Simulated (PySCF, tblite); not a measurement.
**C₅H₁₃FSi₂: geometry, infrared bands and NMR shifts**

What infrared bands and NMR shifts should C₅H₁₃FSi₂ (`C[Si@@H]([SiH3])[C@H]1C[C@H](F)C1`) show?

Computed with tblite 0.8.0 and PySCF 2.14.0, with density-fitted response routines of our own, on a single molecule in the gas phase. Atoms count from 0, in the outputs and in this text.

## Step 1: Starting geometry

21 atoms, charge 0, multiplicity 1; geometry from: force field or distance geometry start.

Bonds of the start (Å): C0–Si1 1.88, Si1–Si2 2.24, Si1–C3 1.84, C3–C4 1.51, C4–C5 1.52, C5–F6 1.38, C5–C7 1.54, C7–C3 1.50, C0–H8 1.12, C0–H9 1.08, C0–H10 1.11, Si1–H11 1.45, Si2–H12 1.46, Si2–H13 1.46, Si2–H14 1.47, C3–H15 1.12, C4–H16 1.10, C4–H17 1.11, C5–H18 1.09, C7–H19 1.11, C7–H20 1.11.

## Step 2: Relaxing the molecule with GFN2-xTB

What the job is given:

```
{"job": {"kind": "relax", "xc": "GFN2-xTB", "basis": "xTB"}, "charge": 0, "multiplicity": 1}
C      1.603200     1.993700     0.375400
Si     0.979800     0.380800    -0.364800
Si     2.466300    -1.182400     0.240700
C     -0.696400     0.134300     0.363500
C     -1.798900     0.458000    -0.621300
C     -2.606000    -0.603200     0.111100
F     -3.115100    -0.032200     1.256100
C     -1.244500    -1.266000     0.363800
H      0.742300     2.701700     0.289900
H      2.509000     2.355600    -0.096100
H      1.699800     1.796100     1.465600
H      0.914200     0.419900    -1.817100
H      3.503100    -1.247200    -0.789700
H      1.884600    -2.514000     0.364900
H      3.137500    -0.765800     1.479700
H     -0.805300     0.624500     1.367100
H     -2.191300     1.484700    -0.564800
H     -1.480100     0.131800    -1.629900
H     -3.299500    -1.178900    -0.498500
H     -0.955900    -1.902500    -0.494900
H     -1.255700    -1.771900     1.353600
```

The run is started by

```console
$ OMP_NUM_THREADS=1 python probes_run.py task.json out
```

The driver reads the jobs from task.json and runs them one after another.

**Question.** This job is followed by: GFN2-xTB harmonic vibrations, gas phase; GIAO PBE0/pcSseg-1 NMR shielding, non-relativistic, gas phase. What will the session give for the following? strongest single infrared mode (GFN2-xTB); zero-point energy (GFN2-xTB); 13C shifts against TMS (PBE0/pcSseg-1); 1H shifts against TMS (PBE0/pcSseg-1, means over atoms taken as alike); 29Si shifts against TMS (PBE0/pcSseg-1); 19F shifts against CFCl3 (PBE0/pcSseg-1).

As calculated:

```
                                                              quantity                                                     value
                             strongest single infrared mode (GFN2-xTB)                                      782 cm⁻¹, 623 km/mol
                                          zero-point energy (GFN2-xTB)                                            100.7 kcal/mol
                                13C shifts against TMS (PBE0/pcSseg-1)                           88.6, 36.0, 34.5, 8.9, -5.7 ppm
1H shifts against TMS (PBE0/pcSseg-1, means over atoms taken as alike)  5.16, 4.09, 3.31, 2.71, 2.65, 2.32, 2.19, 1.43, 0.20 ppm
                               29Si shifts against TMS (PBE0/pcSseg-1)                                         -30.0, -122.1 ppm
                              19F shifts against CFCl3 (PBE0/pcSseg-1)                                                -182.3 ppm
```

What this shows: Relaxing lowered the energy by 0.963 eV in 165 steps; the close pair that moved most is Si1–Si2, from 2.241 to 2.319 Å. The lowest mode is imaginary (30i cm⁻¹), so the xTB geometry is not a minimum. The strongest single mode, at 782 cm⁻¹, has its largest shares on H13, H12 and H14 (the list is cut at 3 atoms). Unscaled tight-binding wavenumbers are off by several per cent, some by more. Its intensities can rank the bands wrongly. H18 (hydrogen on an sp3 CH bonded to F) lies farthest downfield among hydrogen, at 5.16 ppm; its carbon carries F, hence the downfield position. At PBE0/pcSseg-1: The largest span, 92 ppm, is at C5, where the paramagnetic term is -155 ppm.
